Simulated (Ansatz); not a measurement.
# C2H6GaGeN: one species, many methods

An exercise on one series of results from a longer session: the logs are not shown, and one member is left open.

Computed with Ansatz 0.2.0, Gaussian basis. Level: functionals in def2-TZVPP, the program's frozen cores in correlated methods.

Plan: PBE-D4, r2SCAN-D4, PBE0-D4, B3LYP-D4, ωB97X-V, ωB97M-V, B2PLYP; CCSD(T)/def2-TZVPP; MP2/def2-QZVPP; extrapolation to the limit.

### The relaxed structure

An earlier PBE0-D4 in a triple-zeta def2 set relaxation fixed the geometry.

SMILES `[CH3][GaH][GeH2][C]#N`, 11 atoms, charge 0, spin multiplicity 1.

Atoms are counted from 1 here; the program's logs count them from 0.

Bond lengths: C1–Ga2 1.958 Å, C1–H6 1.090 Å, C1–H7 1.094 Å, C1–H8 1.093 Å, Ga2–Ge3 2.462 Å, Ga2–H9 1.571 Å, Ge3–C4 1.935 Å, Ge3–H10 1.538 Å, Ge3–H11 1.538 Å, C4–N5 1.153 Å. Angles: Ga2–C1–H6 112.0°, Ga2–C1–H7 109.3°, Ga2–C1–H8 110.1°, H6–C1–H7 108.8°, H6–C1–H8 109.3°, H7–C1–H8 107.1°, C1–Ga2–Ge3 119.0°, C1–Ga2–H9 123.7°, Ge3–Ga2–H9 117.3°, Ga2–Ge3–C4 107.0°, Ga2–Ge3–H10 115.8°, Ga2–Ge3–H11 115.9°, C4–Ge3–H10 104.6°, C4–Ge3–H11 104.5°, H10–Ge3–H11 107.9°, Ge3–C4–N5 175.1°.

The first run:

Input file in.yaml:

```yaml
crystal:
  periodic: [false, false, false]
  atoms:
    - {symbol: C, position_ang: [-1.848110, -0.079449, 0.787025]}
    - {symbol: Ga, position_ang: [-0.007842, -0.674312, 1.094400]}
    - {symbol: Ge, position_ang: [1.735456, -0.051335, -0.528313]}
    - {symbol: C, position_ang: [0.866611, 0.960648, -1.929913]}
    - {symbol: N, position_ang: [0.264293, 1.550300, -2.716215]}
    - {symbol: H, position_ang: [-1.959151, 0.427442, -0.171293]}
    - {symbol: H, position_ang: [-2.144507, 0.607095, 1.585576]}
    - {symbol: H, position_ang: [-2.530511, -0.932317, 0.826723]}
    - {symbol: H, position_ang: [0.435182, -1.530681, 2.335189]}
    - {symbol: H, position_ang: [2.836446, 0.884228, -0.001654]}
    - {symbol: H, position_ang: [2.417633, -1.218619, -1.260924]}
basis:
  gaussian: {orbitals: def2-TZVPP}
hamiltonian: {xc: pbe, dispersion: d4}
output: {forces: true, orbitals: {seedname: orbitals}}
```

Command:

```sh
> ansatz run in.yaml --threads 2 --pin off --events-out ev --progress --plain --max-ram 22528MiB --backend cuda --devices 0, --max-vram 18GiB
```

Steps of the session up to this table: PBE-D4 (GGA); r2SCAN-D4 (meta-GGA); PBE0-D4 (hybrid); B3LYP-D4 (hybrid); ωB97X-V (range-separated); ωB97M-V (range-separated); B2PLYP (double hybrid); CCSD(T) in def2-TZVPP; MP2 in def2-QZVPP.

One of the session's tables, all rows but one given; the rest of the session is left out.

```
            method  atomisation energy (kJ/mol)
            PBE-D4                       3828.9
         r2SCAN-D4                       3767.6
           PBE0-D4                       3758.4
          B3LYP-D4                       3752.0
           ωB97X-V                       3786.4
           ωB97M-V                            ?
            B2PLYP                       3729.8
     HF/def2-TZVPP                       2664.7
    MP2/def2-TZVPP                       3750.4
   CCSD/def2-TZVPP                       3633.4
CCSD(T)/def2-TZVPP                       3699.5
           MP2/CBS                       3827.5
       CCSD(T)/CBS                       3776.6
```

Q: Estimate the row for ωB97M-V from the others.

**Answer.** atomisation energy (kJ/mol): 3759.9. In the column «atomisation energy (kJ/mol)» it lies between PBE0-D4 (3758.4) and r2SCAN-D4 (3767.6).

Among the levels timed on like hardware and quicker than the yardstick, those that no quicker one beats, quickest first: PBE0-D4 (1.5 s, -18.3 kJ/mol); r2SCAN-D4 (1.8 s, -9.1 kJ/mol). Runs this short are mostly start-up, so their order is noise.

B2PLYP carry no dispersion term (for B3LYP, D4 adds 38.6 kJ/mol).
